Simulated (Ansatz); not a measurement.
Task: a geometry optimisation of B2FH3N, SMILES B[N]BF, with Ansatz 0.2.0 through its Python package. Give the script and its output. Use: CAM-B3LYP, def2-SVP basis, multiplicity 2.

```xyz
7

B     1.2119   -0.0493   -0.2684
N     0.1854   -0.3020    0.8288
B    -1.1994    0.0147    0.2772
F    -1.4904    1.3440   -0.2137
H     2.3209    0.2063    0.0470
H     1.0823   -0.5759   -1.3202
H    -2.1107   -0.6379    0.6493
```

The script, `opt_b2fh3n.py`:
```python
'''Minimum-energy structure of B2FH3N.'''

import itertools
import logging
import sys

import ansatz as az
from ase.data import atomic_numbers, covalent_radii
import numpy as np

logging.basicConfig(stream=sys.stdout, format='%(name)s: %(message)s')
log = logging.getLogger('ansatz_job')
log.setLevel(logging.INFO)

params = {
    'basis': 'def2-SVP',
    'xc': 'CAM-B3LYP',
}

GEOMETRY = '''
B     1.21190   -0.04930   -0.26840
N     0.18540   -0.30200    0.82880
B    -1.19940    0.01470    0.27720
F    -1.49040    1.34400   -0.21370
H     2.32090    0.20630    0.04700
H     1.08230   -0.57590   -1.32020
H    -2.11070   -0.63790    0.64930
'''


def main() -> None:
    geometry = az.Crystal.molecule()
    for line in GEOMETRY.strip().splitlines():
        symbol, *xyz = line.split()
        geometry = geometry.atom(symbol, [float(v) for v in xyz])

    setup = (
        geometry.calculation()
        .basis(gaussian=params['basis'])
        .functional(params['xc'])
        .spin('collinear', total=1)
    )
    symbols = [site.symbol for site in geometry.cartesian_sites]
    start = np.array([site.position_ang for site in geometry.cartesian_sites], dtype=float)
    def progress(event):
        if event['event'] == 'relax_step':
            row = event['data']
            log.info(f'step {row["step"]:3d}  E = {row["lagrangian_ev"]:.6f} eV  largest force component {row["allowed_force_max_ev_ang"]:.4f} eV/A')


    report = setup.relax(force_tolerance=0.02).session().plan().execute(on_event=progress).report
    end = np.array(report['positions_ang'])

    for key in ('converged', 'free_energy_ev', 'reference_energy_ev', 'n_frozen', 'n_occupied', 'n_virtual'):
        log.info(f'{key:22s} {report[key]}')

    # pairs closer than 1.2 times the sum of covalent radii, before or after
    radius = [covalent_radii[atomic_numbers[s]] for s in symbols]
    span = lambda where, i, j: np.linalg.norm(where[i] - where[j])
    bonded = [(i, j) for i, j in itertools.combinations(range(len(symbols)), 2) if min(span(start, i, j), span(end, i, j)) < 1.2 * (radius[i] + radius[j])]
    log.info('pair        before    after (A)')
    for i, j in bonded:
        print(f'{symbols[i]}{i}-{symbols[j]}{j}'.ljust(10), f'{span(start, i, j):8.4f} {span(end, i, j):8.4f}')
    for first, second in list(itertools.combinations(bonded, 2)):
        shared = set(first) & set(second)
        if shared and symbols[(j := shared.pop())] != 'H':
            i, k = sorted((set(first) | set(second)) - {j})
            u, v = end[i] - end[j], end[k] - end[j]
            angle = np.degrees(np.arccos(np.clip(u @ v / np.linalg.norm(u) / np.linalg.norm(v), -1, 1)))
            log.info(f'final angle {symbols[i]}{i}-{symbols[j]}{j}-{symbols[k]}{k}: {angle:.2f} deg')

    charges = report['charge_distribution']
    dipole = np.array(charges['dipole_moment_e_ang']) * 4.803205
    log.info('dipole (D): {:.3f} {:.3f} {:.3f}, length {:.3f}'.format(*dipole, np.linalg.norm(dipole)))
    log.info('atom  Mulliken   Lowdin')
    for symbol, m, l in zip(symbols, charges['mulliken_charges_e'], charges['lowdin_charges_e']):
        log.info(f'{symbol:4s} {m:9.3f} {l:8.3f}')
    with open('b2fh3n_opt.xyz', 'w') as handle:
        handle.write(f'{len(symbols)}\nrelaxed B2FH3N\n')
        handle.writelines(f'{s:2s} {x:11.6f} {y:11.6f} {z:11.6f}\n' for s, (x, y, z) in zip(symbols, end))


if __name__ == '__main__':
    main()
```

```console
$ python opt_b2fh3n.py
ansatz_job: step   1  E = -5601.001222 eV  largest force component 4.4469 eV/A
ansatz_job: step   2  E = -5601.894128 eV  largest force component 2.4833 eV/A
ansatz_job: step   3  E = -5602.302248 eV  largest force component 1.4993 eV/A
ansatz_job: step   4  E = -5602.522908 eV  largest force component 0.8514 eV/A
ansatz_job: step   5  E = -5602.655246 eV  largest force component 0.8460 eV/A
ansatz_job: step   6  E = -5602.786824 eV  largest force component 0.5357 eV/A
ansatz_job: step   7  E = -5602.907088 eV  largest force component 0.4671 eV/A
ansatz_job: step   8  E = -5602.985237 eV  largest force component 0.3190 eV/A
ansatz_job: step   9  E = -5603.012815 eV  largest force component 0.0448 eV/A
ansatz_job: step  10  E = -5603.013568 eV  largest force component 0.0077 eV/A
ansatz_job: converged              True
ansatz_job: free_energy_ev         -5603.013678462693
ansatz_job: reference_energy_ev    -5603.013678462693
ansatz_job: n_frozen               0
ansatz_job: n_occupied             [15, 14]
ansatz_job: n_virtual              [56, 57]
ansatz_job: pair        before    after (A)
B0-N1        1.5236   1.3551
B0-H4        1.1810   1.2129
B0-H5        1.1834   1.2138
N1-B2        1.5239   1.3977
B2-F3        1.4466   1.3235
B2-H6        1.1810   1.2078
ansatz_job: final angle N1-B0-H4: 120.13 deg
ansatz_job: final angle N1-B0-H5: 119.99 deg
ansatz_job: final angle B0-N1-B2: 173.67 deg
ansatz_job: final angle H4-B0-H5: 119.87 deg
ansatz_job: final angle N1-B2-F3: 120.68 deg
ansatz_job: final angle N1-B2-H6: 119.97 deg
ansatz_job: final angle F3-B2-H6: 119.35 deg
ansatz_job: dipole (D): 0.367 -0.720 -0.335, length 0.875
ansatz_job: atom  Mulliken   Lowdin
ansatz_job: B       -0.050   -0.205
ansatz_job: N        0.117    0.387
ansatz_job: B        0.101   -0.415
ansatz_job: F       -0.088    0.268
ansatz_job: H       -0.005   -0.000
ansatz_job: H       -0.007    0.001
ansatz_job: H       -0.067   -0.035
```

It writes `b2fh3n_opt.xyz`:
```text
7
relaxed B2FH3N
B     1.307386   -0.273527   -0.350731
N     0.046199    0.059753    0.016221
B    -1.296696    0.263290    0.345816
F    -1.701509    1.419852    0.845859
H     2.206985    0.532298   -0.239174
H     1.538281   -1.380048   -0.793073
H    -2.100646   -0.621719    0.175082
```

Reading the output:
- Total energies depend on the basis set; only differences at equal settings carry meaning.
- The end point is the stationary point reached from this start; no frequency run checks that it is a minimum, and the basis set is modest.
- The run takes the species as open-shell (spin multiplicity 2), which needn't be its ground state.
- The Löwdin charges here are taken after orthogonalising the functions within each atom; they differ from plain Löwdin charges, and their signs can be unphysical.
- Run time: 42 s on 1 thread of Arm Neoverse V1, with other jobs on the host, peak memory 0.25 GiB.
